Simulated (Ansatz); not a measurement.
# Be3SnCl2: the cost of one run

Program: Ansatz 0.2.0. Level of theory: DFT PBE, scalar-relativistic, plane waves, PAW. These are calculated values, not measurements.

### Step 1. Starting point

It takes space group P6/mmm (No. 191, hexagonal). Conventional cell: a = 5.415 Å, b = 5.415 Å, c = 4.447 Å, α = 90.00°, β = 90.00°, γ = 120.00°. Around Be (site symmetry mmm) lie 4 Be at 2.71 Å and 4 Cl at 2.72 Å. Sn (site symmetry 6/mmm) is surrounded by 6 Cl at 3.13 Å and 12 Be at 3.50 Å. Cl (site symmetry -6m2) is surrounded by 6 Be at 2.72 Å and 3 Sn at 3.13 Å.

As a file:

```cif
data_structure
_symmetry_space_group_name_H-M 'P6/mmm'
_symmetry_Int_Tables_number 191
_cell_length_a 5.4152
_cell_length_b 5.4152
_cell_length_c 4.4475
_cell_angle_alpha 90.000
_cell_angle_beta 90.000
_cell_angle_gamma 120.000
_cell_volume 112.94
loop_
_atom_site_label
_atom_site_type_symbol
_atom_site_symmetry_multiplicity
_atom_site_Wyckoff_symbol
_atom_site_fract_x
_atom_site_fract_y
_atom_site_fract_z
_atom_site_occupancy
Be1 Be 3 g 0.00000 0.50000 0.50000 1
Sn1 Sn 1 a 0.00000 0.00000 0.00000 1
Cl1 Cl 2 c 0.66667 0.33333 0.00000 1
```

The cell is invented: species swapped into a database cell of LaCo3Ni2 (P6/mmm, No. 191), with Sn on the La sites, Be on the Co sites and Cl on the Ni sites. Lengths come from tabulated atomic sizes and are only a guess.

### Step 2. A first look at the guess

Contents of input.yaml:

```yaml
crystal:
  lattice:
    - [5.41515882, 0.0, 0.0]
    - [-2.70757941, 4.6896651, 0.0]
    - [0.0, 0.0, 4.44745414]
  atoms:
    - { symbol: Be, position: [0.0, 0.5, 0.5] }
    - { symbol: Be, position: [0.5, 0.5, 0.5] }
    - { symbol: Be, position: [0.5, 0.0, 0.5] }
    - { symbol: Sn, position: [0.0, 0.0, 0.0] }
    - { symbol: Cl, position: [0.66666667, 0.33333333, 0.0] }
    - { symbol: Cl, position: [0.33333333, 0.66666667, 0.0] }
basis:
  ecutwfc: 420
kpoints:
  mp_grid: { grid: [6, 6, 4] }
hamiltonian:
  xc: pbe
scf:
  occupations: { method: gaussian, width: 0.1 }
  lower_state_search: "off"
output:
  forces: true
  stress: true
  eigenvalues: true
```

Run with:

```sh
ansatz run input.yaml --threads 1 --pin off --max-ram 2048MiB --backend cpu --events-out ev --progress --plain --runs-dir out
```

**Question.** How long does this run take on 1 thread of Intel Xeon 6975P-C (Granite Rapids), shared host, and how much memory does it need?

About 1.7 s, with a peak of 0.41 GiB.
